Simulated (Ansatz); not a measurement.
# Li2RuBr3: the cost of one run

Program: Ansatz 0.2.0. Level of theory: DFT PBE, scalar-relativistic, plane waves, PAW, unless a step names another level. These are calculated values, not measurements.

12 further runs of the same task are left out: 3 that didn't finish, 9 set aside as unsound or not needed.

## 1. The formula and the candidates

Pauling electronegativities: Li 0.98, Ru 2.20, Br 2.96 (spread 1.98). No set of common oxidation states balances it. Tabulated atomic sizes suggest about 22 Å³/atom. 27 candidates were drawn, by swapping species into database cells of other compounds, at random by space group and Wyckoff sites, or by hand, as the table says:

| name | made from | space group no. | Wyckoff sites | atoms (primitive cell) | V (Å³/atom) |
| --- | --- | --- | --- | --- | --- |
| c01 | random | 123 | Li 2g; Ru 1c; Br 2f, 1d | 6 | 27.7 |
| c02 | random | 99 | Li 1b, 1a; Ru 1a; Br 1b, 2c | 6 | 24.4 |
| c03 | random | 115 | Li 2g; Ru 1c; Br 2g, 1a | 6 | 23.0 |
| c04 | elements ordered on the sites of the W3N4, Li/Ru on W and Br/vacancy on N | 123 | Li 2e; Ru 1c; Br 1d, 2f | 6 | 23.1 |
| c05 | random | 139 | Li 4c; Ru 2a; Br 4e, 2b | 6 | 25.5 |
| c06 | random | 187 | Li 2h; Ru 1f; Br 3j | 6 | 26.5 |
| c07 | random | 187 | Li 1d, 1e; Ru 1b; Br 2i, 1f | 6 | 24.0 |
| c08 | random | 139 | Li 4c; Ru 2b; Br 4d, 2a | 6 | 28.1 |
| c09 | random | 123 | Li 2f; Ru 1b; Br 2e, 1d | 6 | 22.9 |
| c10 | database cell of Li2Cu3Ge | 166 | Li 6c; Ru 3a; Br 9d | 6 | 24.4 |
| c11 | database cell of Hf2SiAs3 | 115 | Li 2g; Ru 1b; Br 2g, 1a | 6 | 19.9 |
| c12 | elements ordered on the sites of the HBr, Li/Ru on H | 69 | Li 8i; Ru 4a; Br 8i, 4b | 6 | 23.1 |
| c13 | database cell of Ti2CuSb3 | 115 | Li 2g; Ru 1a; Br 2g, 1b | 6 | 23.4 |
| c14 | random | 139 | Li 4d; Ru 2a; Br 4c, 2b | 6 | 27.0 |
| c15 | random | 166 | Li 6c; Ru 3b; Br 9e | 6 | 24.6 |
| c16 | elements ordered on the sites of the W3N4, Li/Ru/vacancy on N | 123 | Li 2f; Ru 1b; Br 1c, 2e | 6 | 23.1 |
| c17 | random | 65 | Li 4i; Ru 2a; Br 4e, 2b | 6 | 24.6 |
| c18 | random | 139 | Li 4d; Ru 2b; Br 4c, 2a | 6 | 28.5 |
| c19 | random | 65 | Li 2d, 2a; Ru 2c; Br 4i, 2b | 6 | 22.4 |
| c20 | random | 123 | Li 2h; Ru 1a; Br 1c, 2f | 6 | 27.8 |
| c21 | database cell of HoCo3B2 | 191 | Li 2c; Ru 1a; Br 3g | 6 | 20.5 |
| c22 | database cell of La2Al3Ge | 187 | Li 2i; Ru 1a; Br 1b, 1c, 1d | 6 | 26.8 |
| c23 | elements ordered on the sites of the Ni3O4, Li/Ru on Ni and Br/vacancy on O | 38 | Li 4e; Ru 2a; Br 2b, 4d | 6 | 23.1 |
| c24 | elements ordered on the sites of the Nb3S4, Li/Ru on Nb and Br/vacancy on S | 156 | Li 1a, 1a; Ru 1a; Br 1c, 1c, 1b | 6 | 23.1 |
| c25 | database cell of Eu2H3Cl | 164 | Li 2d; Ru 1a; Br 2d, 1b | 6 | 19.5 |
| c26 | random | 65 | Li 2d, 2b; Ru 2c; Br 4i, 2a | 6 | 23.5 |
| c27 | random | 123 | Li 2f; Ru 1a; Br 2h, 1b | 6 | 28.0 |

## 2. Screening run of c01

Input file input.yaml:

```yaml
crystal:
  lattice:
    - [4.20393239, 0.0, 0.0]
    - [0.0, 4.20393239, 0.0]
    - [0.0, 0.0, 9.41710168]
  atoms:
    - { symbol: Li, position: [0.0, 0.0, 0.37780576] }
    - { symbol: Li, position: [0.0, 0.0, 0.62219424] }
    - { symbol: Ru, position: [0.5, 0.5, 0.0], spin: 1.0 }
    - { symbol: Br, position: [0.5, 0.0, 0.0] }
    - { symbol: Br, position: [0.0, 0.5, 0.0] }
    - { symbol: Br, position: [0.5, 0.5, 0.5] }
basis:
  ecutwfc: 420
kpoints:
  mp_grid: { grid: [4, 4, 2] }
hamiltonian:
  xc: pbe
scf:
  occupations: { method: gaussian, width: 0.2 }
  lower_state_search: "off"
output:
  forces: true
  stress: true
  eigenvalues: true
  populations: true
magnetization:
  spin_polarized: true
relax:
  adjacent_minimum: "off"
  f_tol: 0.08
  max_steps: 16
  cell: { stress_tol: 0.8 }
```

Command:

```bash
ansatz run input.yaml --threads 1 --pin off --max-ram 2560MiB --backend cpu --events-out ev --progress --plain --runs-dir out
```

What time and memory should one allow on 1 thread of Arm Neoverse N1, shared host?

About 7.9 min, with a peak of 0.46 GiB.
